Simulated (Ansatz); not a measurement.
# AlC5: the cost of one run

Program: Ansatz 0.2.0. Level of theory: DFT PBE, scalar-relativistic, plane waves, PAW. These are calculated values, not measurements.

### 1 The system as given

It takes space group P-62m (No. 189, hexagonal). The conventional cell has a = 5.149 Å, b = 5.149 Å, c = 4.627 Å, α = 90.00°, β = 90.00°, γ = 120.00°. Al (site symmetry -62m) has 12 C at 2.97 Å in its first shell of neighbours. C (site symmetry m2m) has 10 C at 2.84 to 3.23 Å and 2 Al at 2.97 Å in its first shell of neighbours. C (site symmetry -6) is surrounded by 9 C at 2.84 to 2.97 Å and 3 Al at 2.97 Å.

Coordinates:

```
CELL_PARAMETERS angstrom
5.14934 0.00000 0.00000
-2.57467 4.45946 0.00000
0.00000 0.00000 4.62716
ATOMIC_POSITIONS crystal
Al 0.00000 0.00000 0.50000
C 0.00000 0.63834 0.00000
C 0.63834 0.00000 0.00000
C 0.36166 0.36166 0.00000
C 0.66667 0.33333 0.50000
C 0.33333 0.66667 0.50000
```

The cell is invented: species swapped into a database cell of YMg5 (P-62m, No. 189), with Al on the Y sites and C on the Mg sites. Lengths come from tabulated atomic sizes and are only a guess.

### 2 Probe: one point on a coarse mesh

Contents of input.yaml:

```yaml
crystal:
  lattice:
    - [5.14933618, 0.0, 0.0]
    - [-2.57466809, 4.45945594, 0.0]
    - [0.0, 0.0, 4.62716396]
  atoms:
    - { symbol: Al, position: [0.0, 0.0, 0.5] }
    - { symbol: C, position: [0.0, 0.638336, 0.0] }
    - { symbol: C, position: [0.638336, 0.0, 0.0] }
    - { symbol: C, position: [0.361664, 0.361664, 0.0] }
    - { symbol: C, position: [0.66666667, 0.33333333, 0.5] }
    - { symbol: C, position: [0.33333333, 0.66666667, 0.5] }
basis:
  ecutwfc: 420
kpoints:
  mp_grid: { grid: [6, 6, 4] }
hamiltonian:
  xc: pbe
scf:
  occupations: { method: gaussian, width: 0.1 }
  lower_state_search: "off"
output:
  forces: true
  stress: true
  eigenvalues: true
```

Started as:

```
$ ansatz run input.yaml --threads 1 --pin off --max-ram 2560MiB --backend cpu --events-out ev --progress --plain --runs-dir out
```

Q: Estimate wall time and peak memory on 1 thread of Arm Neoverse V1, shared host.

About 3.1 s, with a peak of 0.29 GiB.
